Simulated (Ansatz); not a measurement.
# GdO (F-43m) in Ansatz: notebook

One crystal, GdO, is run at these levels: PBE, PBE+U; tasks: band structure.

Everything below comes from runs of Ansatz 0.2.0. Logs are shortened: lines on timing, memory, paths and dates and some standing lists are left out, and cuts for length are marked.

### Step 1. The structure

It takes space group F-43m (No. 216, cubic). The conventional cell has a = 5.400 Å, b = 5.400 Å, c = 5.400 Å, α = 90.00°, β = 90.00°, γ = 90.00°. Gd (site symmetry -43m) has 4 O at 2.34 Å as nearest neighbours. O (site symmetry -43m) is surrounded by 4 Gd at 2.34 Å.

### Step 2. Band structure, PBE, collinear spin, ferromagnetic start

input.yaml reads:

```yaml
crystal:
  lattice:
    - [0.0, 2.7, 2.7]
    - [2.7, 0.0, 2.7]
    - [2.7, 2.7, 0.0]
  atoms:
    - { symbol: Gd, position: [0.0, 0.0, 0.0], spin: 7.0 }
    - { symbol: O, position: [0.75, 0.75, 0.75] }
hamiltonian:
  xc: pbe
  pseudopotentials: { kind: paw }
magnetization:
  spin_polarized: true
kpoints:
  mp_grid: { grid: [9, 9, 9] }
  band_path:
    path:
      - [[0.0, 0.0, 0.0], [0.5, 0.0, 0.5], [0.5, 0.25, 0.75], [0.375, 0.375, 0.75], [0.0, 0.0, 0.0], [0.5, 0.5, 0.5], [0.625, 0.25, 0.625], [0.5, 0.25, 0.75], [0.5, 0.5, 0.5], [0.375, 0.375, 0.75]]
      - [[0.625, 0.25, 0.625], [0.5, 0.0, 0.5]]
    npoints: 14
scf:
  occupations: { method: fermi_dirac, width: 0.05 }
  n_extra_bands: 6
output:
  forces: true
  stress: true
  eigenvalues: true
  fatbands: true
```

Potentials or basis: Ansatz PAW.

Launch:

```console
> ansatz run input.yaml --threads 2 --pin off --max-ram 5632MiB --backend cpu --events-out ev --progress --plain --runs-dir out
```

The program printed:

```text
Warning: the band count 18 (scf.n_extra_bands) hosts the net moment |M| = 7.0000 μB (N_el = 24) but caps the reachable moment at 2·n_bands − N_el = 12.0000 μB, below the 20 bands that the automatic rule leaves for it — a moment growing past the seed, or the majority channel's smearing tail, pins there with fewer empty majority states than that count leaves; raise or omit scf.n_extra_bands unless the cap is intended
Warning: RAYON_NUM_THREADS=2 ignored (pool sized by the plan → 2); use --threads N
Gd: projections on atomic orbitals take those of the free atom [Kr 4d10] 4f7 5s2 5p6 5d1 6s2, of charge +0.00 (hamiltonian.pseudopotentials.projection_atoms); the dataset's partial waves leave at most 2.5e-4 of an orbital's norm unspanned inside its sphere
scf.n_extra_bands = 6 over 12 filled bands (N_el = 24.0): the run solves 18 bands
Engine: ansatz 0.2.0, aarch64-unknown-linux-gnu
Pseudopotentials: kind: paw
Pseudopotential: Gd, paw, valence charge 18, recommended cutoff 420 eV (normal), Gd.paw.azcp
Pseudopotential: O, paw, valence charge 6, recommended cutoff 420 eV (normal), O.paw.azcp
Functional definition: PBE
  parameter kappa = 0.804
  parameter beta = 0.06672455060314922
  exchange = pbe_x(kappa = kappa, mu = beta*pi^2/3)
  correlation = pbe_c(beta = beta)
Crystal: 2 atoms, lattice volume = 39.366 Å³
Basis set: ecut = 420 eV, 749 PW (Γ), exchange–correlation on 54×54×54 points (8 copies of the dense FFT grid, shifted against one another)
Bands: 18, of which v1, the nominal top of the filled ones, is band 12 counted from 1 (11 counted from 0)
Symmetry: 24 space group operations
Space group: F-43m (ITA 216), of the structure as read, at distance tolerance 3.4e-5 Å
Magnetic group: BNS 216.74 (UNI 1576), of the structure as read, at distance tolerance 3.4e-5 Å
k-points: 35 of 729 (time reversal used)
Non-local potential: Gd, projectors of the file, l = 0: 3, l = 1: 2, l = 2: 2, l = 3: 3
Non-local potential: O, projectors of the file, l = 0: 2, l = 1: 2, l = 2: 1
PAW form: soft (Blöchl's): semilocal exchange-correlation on the pseudo side does not see the compensation charge
PAW one-centre angular grid: Gd, 590 points (default); XC on 64 Gauss nodes
PAW one-centre angular grid: O, 110 points (default); XC on 64 Gauss nodes
Initial density: superposition of atomic densities (chi_scale 0.1, normalization cell, long waves kept (reshape's long-wave potential 0.00 eV rms))
Starting moments: Σ|m| = 7 μB on 1 of 2 sites
Initial wavefunctions: pseudopotential atomic-orbital guess
Functional: x = pbe(κ = 0.804, μ = 0.2195149727645171), c = pbe(β = 0.06672455060314922)
SCF iter   1: F=—  HF=-9903.121756 eV  |F-HF|=—  |Δ(HF+E_count)|=         —  Δρ=5.46e-2 (↑5.46e-2 ↓4.08e-2)  dr2=3.39e0  dr2_m=5.57e-2  M=6.816 μB ∫|m|=6.939 μB  β_m=0.30  ethr=3.10e-3  ⟨swp⟩=5.2  Hψ=5304  notcnv=0
Mixer restart at iter 1: flushing history
preconditioner: auto → Kerker (q_TF=auto, 2.512 Å⁻¹)  [metal: Δε(μ)=0.008 eV  Ē_g=11.655 eV  σ=0.050 eV  W_gap=0.04  n_scr=14 (ndim 8)  ℏωp=27.8 eV  f_vac=0.000  D(μ)=4.48/eV (n_scr^D=58)]
spin=Collinear: Kerker preconditioning applied to the charge; magnetization (m = ρ↑ − ρ↓) channel mixes plain (no charge-response kernel on spin).
SCF iter   2: F=—  HF=-9902.564375 eV  |F-HF|=—  |Δ(HF+E_count)|=   5.57e-1  Δρ=2.32e-2 (↑2.32e-2 ↓1.69e-2)  dr2=6.38e-1  dr2_m=2.78e-2  M=6.851 μB ∫|m|=6.957 μB  β_m=0.38  ethr=3.10e-3  ⟨swp⟩=3.0  Hψ=2894  notcnv=0
SCF iter   3: F=—  HF=-9902.481718 eV  |F-HF|=—  |Δ(HF+E_count)|=   8.27e-2  Δρ=1.09e-2 (↑1.09e-2 ↓1.04e-2)  dr2=2.05e-1  dr2_m=9.50e-3  M=6.866 μB ∫|m|=6.970 μB  β_m=0.69  ethr=2.66e-3  ⟨swp⟩=2.2  Hψ=2025  notcnv=0
SCF iter   4: F=—  HF=-9902.455102 eV  |F-HF|=—  |Δ(HF+E_count)|=   2.66e-2  Δρ=6.31e-3 (↑3.33e-3 ↓6.31e-3)  dr2=2.56e-2  dr2_m=1.93e-3  M=6.945 μB ∫|m|=7.049 μB  β_m=0.84  ethr=8.53e-4  ⟨swp⟩=2.8  Hψ=2551  notcnv=0
SCF iter   5: F=—  HF=-9902.488116 eV  |F-HF|=—  |Δ(HF+E_count)|=   3.30e-2  Δρ=4.86e-3 (↑2.91e-3 ↓4.86e-3)  dr2=1.01e-2  dr2_m=3.69e-3  M=7.027 μB ∫|m|=7.124 μB  β_m=0.92  ethr=1.06e-4  ⟨swp⟩=2.6  Hψ=2988  notcnv=0
SCF iter   6: F=—  HF=-9902.504149 eV  |F-HF|=—  |Δ(HF+E_count)|=   1.60e-2  Δρ=4.03e-3 (↑2.11e-3 ↓4.03e-3)  dr2=5.39e-3  dr2_m=2.39e-3  M=7.163 μB ∫|m|=7.247 μB  β_m=0.96  ethr=4.21e-5  ⟨swp⟩=2.1  Hψ=2343  notcnv=0
SCF iter   7: F=—  HF=-9902.525399 eV  |F-HF|=—  |Δ(HF+E_count)|=   2.13e-2  Δρ=2.88e-3 (↑1.88e-3 ↓2.88e-3)  dr2=2.22e-3  dr2_m=1.67e-3  M=7.355 μB ∫|m|=7.414 μB  β_m=0.33  ethr=2.25e-5  ⟨swp⟩=2.2  Hψ=2550  notcnv=0
SCF iter   8: F=—  HF=-9902.535982 eV  |F-HF|=—  |Δ(HF+E_count)|=   1.06e-2  Δρ=1.22e-3 (↑1.05e-3 ↓1.22e-3)  dr2=3.82e-4  dr2_m=3.65e-4  M=7.451 μB ∫|m|=7.497 μB  β_m=0.79  ethr=9.25e-6  ⟨swp⟩=2.0  Hψ=2841  notcnv=0
SCF iter   9: F=—  HF=-9902.539810 eV  |F-HF|=—  |Δ(HF+E_count)|=   3.83e-3  Δρ=5.81e-4 (↑4.09e-4 ↓5.81e-4)  dr2=1.28e-4  dr2_m=6.05e-5  M=7.561 μB ∫|m|=7.591 μB  β_m=0.89  ethr=1.59e-6  ⟨swp⟩=3.8  Hψ=3281  notcnv=0
SCF iter  10: F=—  HF=-9902.540419 eV  |F-HF|=—  |Δ(HF+E_count)|=   6.09e-4  Δρ=2.85e-4 (↑1.80e-4 ↓2.85e-4)  dr2=3.80e-5  dr2_m=1.41e-5  M=7.556 μB ∫|m|=7.587 μB  β_m=0.95  ethr=5.34e-7  ⟨swp⟩=2.0  Hψ=2283  notcnv=0
SCF iter  11: F=—  HF=-9902.540526 eV  |F-HF|=—  |Δ(HF+E_count)|=   1.07e-4  Δρ=2.57e-4 (↑1.88e-4 ↓2.57e-4)  dr2=1.56e-5  dr2_m=1.31e-5  M=7.558 μB ∫|m|=7.587 μB  β_m=0.83  ethr=1.58e-7  ⟨swp⟩=2.0  Hψ=2170  notcnv=0
SCF iter  12: F=—  HF=-9902.540656 eV  |F-HF|=—  |Δ(HF+E_count)|=   1.30e-4  Δρ=3.92e-5 (↑3.92e-5 ↓3.89e-5)  dr2=1.47e-6  dr2_m=1.62e-7  M=7.544 μB ∫|m|=7.576 μB  β_m=0.85  ethr=6.52e-8  ⟨swp⟩=2.2  Hψ=2298  notcnv=0
SCF iter  13: F=—  HF=-9902.540658 eV  |F-HF|=—  |Δ(HF+E_count)|=   1.16e-6  Δρ=1.41e-5 (↑1.41e-5 ↓1.39e-5)  dr2=2.94e-8  dr2_m=6.08e-8  M=7.543 μB ∫|m|=7.574 μB  β_m=0.92  ethr=6.12e-9  ⟨swp⟩=2.6  Hψ=2394  notcnv=0
SCF iter  14: F=-9902.540658 eV  HF=-9902.540658 eV  |F-HF|=3.99e-8  |Δ(HF+E_count)|=   4.68e-7  Δρ=7.32e-6 (↑5.47e-6 ↓7.32e-6)  dr2=9.58e-9  dr2_m=1.22e-8  M=7.544 μB ∫|m|=7.575 μB  ethr=1.23e-10  ⟨swp⟩=3.1  Hψ=6151  notcnv=0
SCF 1 converged in 14 iterations: F = -9902.540658 eV  dr2 = 9.58e-9
NSCF: frozen V_eff on 142 k-points
SCF converged after 14 iterations
Magnetization: 7.5437 μB (15.7719 up, 8.2281 down)
Absolute magnetization: 7.5754 μB (∫|ρ↑−ρ↓|, with the PAW one-centre terms)
Spin contamination: 0.0196 ħ² per cell (⟨S²⟩ above its minimum at these occupations)
Per-site moments (μB) at R_I (Å): [(6.8254999349917895, 0.9645357934649184), (-0.005669689850525031, 0.9645357934649184)]
Free energy (F): -9902.540658 eV
Harris-Foulkes:  -9902.540658 eV  (|F-HF|=3.99e-8)
Internal energy: -9902.523763 eV  (E = F + TS)
E sigma→0 (E₀):  -9902.532211 eV
Entropy (-TS):   -0.016895 eV (-8.447 meV/atom)
Fermi energy:    12.481404 eV
--- Per-component energies (eV) ---
  E_band       = -22.510662
  E_kinetic    = 576.965818
  E_local      = -2493.061786  (includes V_loc(G=0)·N_el)
  E_nonlocal   = 340.386432
  E_hartree    = 1021.062277
  E_xc         = -307.269085
  E_vxc        = -347.361096  (∫ρ·V_xc dr)
  E_paw        = -6608.978346  (= ΣΔE_a)
  E_vpaw       = -141.562520  (= ΣTr[D̂ρ^β])
  E_aug_tail   = 0.002415  (compensation charges beyond the density's cutoff)
  E_ewald      = -2431.631488
  E_smearing   = -0.016895  (= −TS)
  E_closure    = -0.000000  (closes the sum)
  Σ components = -9902.540658   (vs F -9902.540658, Δ=0.00e0)
--- Forces (eV/Å), atoms counted from 1 ---
  atom   1  Gd    -0.00000000     0.00000000    -0.00000000
  atom   2  O      0.00000000    -0.00000000     0.00000000
  max |Σ_I F_I| component: 1.48e-16 eV/Å
--- Stress (GPa, compression-positive) ---
       -0.638978       0.000000      -0.000000
        0.000000      -0.638978       0.000000
       -0.000000      -0.000000      -0.638978
  P = ⅓ Tr σ = -0.6390 GPa (-6.390 kbar)
--- Band table (eV; the first three rows and the last of 70) ---
  k-point 0 ↑: bands = ["-32.9921", "-10.2994", "-10.2994", "-10.2994", "-6.9884", "6.5598", "6.5598", "6.5598", "7.7253", "7.8034", "7.8034", "7.8034", "7.9296", "7.9296", "7.9296", "10.3242", "15.0547", "15.0547"]
  k-point 1 ↑: bands = ["-32.9877", "-10.4327", "-10.3087", "-10.3087", "-6.8670", "6.4887", "6.5995", "6.5995", "7.7495", "7.7826", "7.7826", "7.8037", "7.8887", "7.9665", "7.9665", "10.7808", "14.8414", "14.8414"]
  k-point 2 ↑: bands = ["-32.9764", "-10.7308", "-10.3320", "-10.3320", "-6.6052", "6.4592", "6.6973", "6.6973", "7.7583", "7.7583", "7.7999", "7.8047", "7.8256", "8.0229", "8.0229", "11.7669", "14.5897", "14.5897"]
  k-point 34 ↓: bands = ["-29.8188", "-9.5624", "-8.3451", "-8.1997", "-5.2364", "7.0512", "7.3591", "7.9456", "12.7662", "12.7987", "12.8864", "12.8977", "12.9708", "13.0784", "13.1323", "13.5576", "14.2001", "16.8169"]
```

Run time: 13 s. Hardware: 2 threads of Arm Neoverse V1, shared host; peak memory 0.37 GiB.

What came out:

* Free energy: -9902.5407 eV
* Pressure: -0.6 GPa
* Band gap on the k mesh: none (metal or under the smearing width)
* Net moment: 7.54 μB per cell
* Absolute moment: 7.58 μB per cell
* Site moments: Gd +6.83; O -0.01 μB

Levels at the corners of the path, in eV from the Fermi level:
Spin up:
| point | band 13 | band 14 | band 15 | band 16 | band 17 | band 18 |
| --- | --- | --- | --- | --- | --- | --- |
| Γ | -4.55 | -4.55 | -4.55 | -2.16 | 2.57 | 2.57 |
| X | -4.49 | -4.10 | -4.10 | -0.87 | 1.02 | 4.14 |
| W | -4.69 | -4.10 | -4.07 | -0.88 | 0.73 | 3.31 |
| K | -4.64 | -4.19 | -4.04 | -0.89 | 1.15 | 2.84 |
| Γ | -4.55 | -4.55 | -4.55 | -2.16 | 2.57 | 2.57 |
| L | -4.48 | -4.45 | -4.45 | 0.21 | 2.44 | 2.44 |
| U | -4.64 | -4.19 | -4.04 | -0.89 | 1.15 | 2.84 |
| W | -4.69 | -4.10 | -4.07 | -0.88 | 0.73 | 3.31 |
| L | -4.48 | -4.45 | -4.45 | 0.21 | 2.44 | 2.44 |
| K | -4.64 | -4.19 | -4.04 | -0.89 | 1.15 | 2.84 |
| U | -4.64 | -4.19 | -4.04 | -0.89 | 1.15 | 2.84 |
| X | -4.49 | -4.10 | -4.10 | -0.87 | 1.02 | 4.14 |
Spin down:
```tsv
point	band 6	band 7	band 8	band 9	band 10	band 11
Γ	-5.58	-5.58	-5.58	-1.42	0.40	0.40
X	-6.11	-4.49	-4.49	0.24	0.30	0.41
W	-5.34	-5.21	-4.50	0.29	0.33	0.40
K	-5.69	-4.71	-4.70	0.26	0.36	0.40
Γ	-5.58	-5.58	-5.58	-1.42	0.40	0.40
L	-5.18	-5.18	-5.15	0.10	0.28	0.45
U	-5.69	-4.71	-4.70	0.26	0.36	0.40
W	-5.34	-5.21	-4.50	0.29	0.33	0.40
L	-5.18	-5.18	-5.15	0.10	0.28	0.45
K	-5.69	-4.71	-4.70	0.26	0.36	0.40
U	-5.69	-4.71	-4.70	0.26	0.36	0.40
X	-6.11	-4.49	-4.49	0.24	0.30	0.41
```

Caveat: the pressure holds a Pulay correction of +0.3 GPa for the finite cutoff; spin-orbit coupling is left out, which moves the levels of the heavy elements; a cell with one magnetic atom can't hold antiferromagnetic order, which such compounds often take; without U or exact exchange the open f shell lies at the Fermi level, which spoils levels, moments and volumes. With open d or f shells a metallic result of PBE can be an artefact of self-interaction; +U or a hybrid may open a gap.

### Step 3. Band structure, PBE+U, collinear spin, ferromagnetic start

input.yaml, as its differences from that of step 2:

```diff
@@ -11,2 +11,3 @@
   pseudopotentials: { kind: paw }
+  hubbard: { sites: [{ species: Gd, l: f, u_eff: 1.0 }] }
 magnetization:
@@ -27,2 +28,6 @@
   eigenvalues: true
-  fatbands: true
+  fatbands: false
+  write_density: true
+  write_potential: true
+  elf: true
+  volumetric_format: npy
```

Potentials or basis: Ansatz PAW.

Launch:

```console
> ansatz run input.yaml --threads 2 --pin off --max-ram 5632MiB --backend cpu --events-out ev --progress --plain --runs-dir out
```

Run time: 12 s. Hardware: 2 threads of Arm Neoverse V1, shared host; peak memory 0.4 GiB.

The run converged. Its results:

| Property | Result |
| --- | --- |
| Free energy | -9902.4697 eV |
| Pressure | -0.6 GPa |
| Band gap on the k mesh | none (metal or under the smearing width) |
| Net moment | 7.73 μB per cell |
| Absolute moment | 7.73 μB per cell |
| Site moments | Gd +6.92; O +0.01 μB |

Levels at the corners of the path, in eV from the Fermi level:
Spin up:
```csv
point,band 14,band 15,band 16,band 17,band 18
Γ,-5.22,-5.22,-2.29,2.46,2.46
X,-4.37,-4.37,-0.97,0.95,4.01
W,-4.64,-4.36,-0.99,0.65,3.20
K,-4.53,-4.46,-0.99,1.07,2.73
Γ,-5.22,-5.22,-2.29,2.46,2.46
L,-4.97,-4.97,0.11,2.34,2.34
U,-4.53,-4.46,-0.99,1.07,2.73
W,-4.64,-4.36,-0.99,0.65,3.20
L,-4.97,-4.97,0.11,2.34,2.34
K,-4.53,-4.46,-0.99,1.07,2.73
U,-4.53,-4.46,-0.99,1.07,2.73
X,-4.37,-4.37,-0.97,0.95,4.01
```
Spin down:
```
point  band 4  band 5  band 6  band 7  band 8  band 9  band 10  band 11  band 12  band 13
    Γ  -20.62  -19.40   -5.57   -5.57   -5.57   -1.33     0.55     0.55     0.55     0.72
    X  -20.87  -17.83   -6.10   -4.48   -4.48    0.34     0.43     0.54     0.58     0.58
    W  -20.88  -17.75   -5.32   -5.21   -4.49    0.43     0.46     0.52     0.54     0.64
    K  -20.82  -17.80   -5.68   -4.70   -4.69    0.39     0.47     0.53     0.54     0.61
    Γ  -20.62  -19.40   -5.57   -5.57   -5.57   -1.33     0.55     0.55     0.55     0.72
    L  -20.72  -18.17   -5.17   -5.17   -5.14    0.24     0.43     0.57     0.57     0.64
    U  -20.82  -17.80   -5.68   -4.70   -4.69    0.39     0.47     0.53     0.54     0.61
    W  -20.88  -17.75   -5.32   -5.21   -4.49    0.43     0.46     0.52     0.54     0.64
    L  -20.72  -18.17   -5.17   -5.17   -5.14    0.24     0.43     0.57     0.57     0.64
    K  -20.82  -17.80   -5.68   -4.70   -4.69    0.39     0.47     0.53     0.54     0.61
    U  -20.82  -17.80   -5.68   -4.70   -4.69    0.39     0.47     0.53     0.54     0.61
    X  -20.87  -17.83   -6.10   -4.48   -4.48    0.34     0.43     0.54     0.58     0.58
```

Eigenvalues of the final occupation matrices:
| site | spin | trace | eigenvalues |
| --- | --- | --- | --- |
| site 1 | 1 | 6.99 | 1.00 1.00 1.00 1.00 1.00 1.00 1.00 |
| site 1 | 2 | 0.11 | 0.01 0.01 0.01 0.01 0.01 0.01 0.07 |

Caveat: the magnetic or orbital state may not be the lowest; the pressure holds a Pulay correction of +0.3 GPa for the finite cutoff; spin-orbit coupling is left out, which moves the levels of the heavy elements; a cell with one magnetic atom can't hold antiferromagnetic order, which such compounds often take.

### Step 4. Band structure, PBE+U, collinear spin, ferromagnetic start

input.yaml, as its differences from that of step 3:

```diff
@@ -11,3 +11,3 @@
   pseudopotentials: { kind: paw }
-  hubbard: { sites: [{ species: Gd, l: f, u_eff: 1.0 }] }
+  hubbard: { sites: [{ species: Gd, l: f, u_eff: 2.0 }] }
 magnetization:
@@ -29,5 +29 @@
   fatbands: false
-  write_density: true
-  write_potential: true
-  elf: true
-  volumetric_format: npy
```

Launch:

```console
> ansatz run input.yaml --threads 2 --pin off --max-ram 5632MiB --backend cpu --events-out ev --progress --plain --runs-dir out
```

It took 12 s on 2 threads of Arm Neoverse V1, shared host; peak memory 0.4 GiB.

The run converged. Its results:

* Free energy: -9902.4267 eV
* Pressure: -0.6 GPa
* Band gap on the k mesh: none (metal or under the smearing width)
* Net moment: 7.84 μB per cell
* Absolute moment: 7.84 μB per cell
* Site moments: Gd +6.97; O +0.02 μB

Levels at the corners of the path, in eV from the Fermi level:
Spin up:
| point | band 12 | band 13 | band 14 | band 15 | band 16 | band 17 | band 18 |
| --- | --- | --- | --- | --- | --- | --- | --- |
| Γ | -6.39 | -5.49 | -5.49 | -5.49 | -2.36 | 2.39 | 2.39 |
| X | -6.41 | -5.88 | -4.45 | -4.45 | -1.04 | 0.91 | 3.93 |
| W | -6.40 | -5.51 | -4.91 | -4.45 | -1.05 | 0.60 | 3.14 |
| K | -6.41 | -5.66 | -4.64 | -4.61 | -1.05 | 1.02 | 2.65 |
| Γ | -6.39 | -5.49 | -5.49 | -5.49 | -2.36 | 2.39 | 2.39 |
| L | -6.39 | -5.36 | -5.14 | -5.14 | 0.05 | 2.28 | 2.28 |
| U | -6.41 | -5.66 | -4.64 | -4.61 | -1.05 | 1.02 | 2.65 |
| W | -6.40 | -5.51 | -4.91 | -4.45 | -1.05 | 0.60 | 3.14 |
| L | -6.39 | -5.36 | -5.14 | -5.14 | 0.05 | 2.28 | 2.28 |
| K | -6.41 | -5.66 | -4.64 | -4.61 | -1.05 | 1.02 | 2.65 |
| U | -6.41 | -5.66 | -4.64 | -4.61 | -1.05 | 1.02 | 2.65 |
| X | -6.41 | -5.88 | -4.45 | -4.45 | -1.04 | 0.91 | 3.93 |
Spin down:
| point | band 4 | band 5 | band 6 | band 7 | band 8 | band 9 | band 10 | band 11 | band 12 | band 13 |
| --- | --- | --- | --- | --- | --- | --- | --- | --- | --- | --- |
| Γ | -20.74 | -19.38 | -5.56 | -5.56 | -5.56 | -1.25 | 0.81 | 0.81 | 0.81 | 0.97 |
| X | -20.98 | -17.85 | -6.09 | -4.47 | -4.47 | 0.57 | 0.61 | 0.79 | 0.84 | 0.84 |
| W | -20.99 | -17.78 | -5.30 | -5.20 | -4.47 | 0.65 | 0.65 | 0.79 | 0.80 | 0.91 |
| K | -20.93 | -17.83 | -5.67 | -4.68 | -4.67 | 0.62 | 0.64 | 0.79 | 0.81 | 0.87 |
| Γ | -20.74 | -19.38 | -5.56 | -5.56 | -5.56 | -1.25 | 0.81 | 0.81 | 0.81 | 0.97 |
| L | -20.83 | -18.19 | -5.16 | -5.16 | -5.13 | 0.48 | 0.70 | 0.82 | 0.82 | 0.91 |
| U | -20.93 | -17.83 | -5.67 | -4.68 | -4.67 | 0.62 | 0.64 | 0.79 | 0.81 | 0.87 |
| W | -20.99 | -17.78 | -5.30 | -5.20 | -4.47 | 0.65 | 0.65 | 0.79 | 0.80 | 0.91 |
| L | -20.83 | -18.19 | -5.16 | -5.16 | -5.13 | 0.48 | 0.70 | 0.82 | 0.82 | 0.91 |
| K | -20.93 | -17.83 | -5.67 | -4.68 | -4.67 | 0.62 | 0.64 | 0.79 | 0.81 | 0.87 |
| U | -20.93 | -17.83 | -5.67 | -4.68 | -4.67 | 0.62 | 0.64 | 0.79 | 0.81 | 0.87 |
| X | -20.98 | -17.85 | -6.09 | -4.47 | -4.47 | 0.57 | 0.61 | 0.79 | 0.84 | 0.84 |

Eigenvalues of the final occupation matrices:
| site | spin | trace | eigenvalues |
| --- | --- | --- | --- |
| site 1 | 1 | 6.99 | 1.00 1.00 1.00 1.00 1.00 1.00 1.00 |
| site 1 | 2 | 0.06 | 0.00 0.00 0.00 0.01 0.01 0.01 0.03 |

Caveat: the magnetic or orbital state may not be the lowest; the pressure holds a Pulay correction of +0.3 GPa for the finite cutoff; spin-orbit coupling is left out, which moves the levels of the heavy elements; a cell with one magnetic atom can't hold antiferromagnetic order, which such compounds often take. The state reached can hang on the start; a lower one may exist.

### Step 5. Summary

```tsv
level	U	hubbard projectors	double counting	gap on the mesh (eV)	pressure (GPa)	moment (μB)
PBE	-	-	-	none	-0.6	7.54
PBE+U	Gd f U = 1 eV	ortho-atomic (the default)	fll (the default)	none	-0.6	7.73
PBE+U	Gd f U = 2 eV	ortho-atomic (the default)	fll (the default)	none	-0.6	7.84
```

Alike in all rows: task band structure; potentials or basis Ansatz PAW; spin collinear, ferromagnetic start; cell as given; k mesh 9 × 9 × 9; cutoff (eV) 420; smearing fermi-dirac 0.05 eV.

Every run on the cell as given and a fine mesh finds a metal.

Caveats: spin-orbit coupling is left out, which moves the levels of the heavy elements; a cell with one magnetic atom can't hold antiferromagnetic order, which such compounds often take; the magnetic or orbital state may not be the lowest (some runs); without U or exact exchange the open f shell lies at the Fermi level, which spoils levels, moments and volumes (some runs).

Absolute energies hang on the potentials; compare differences alone.
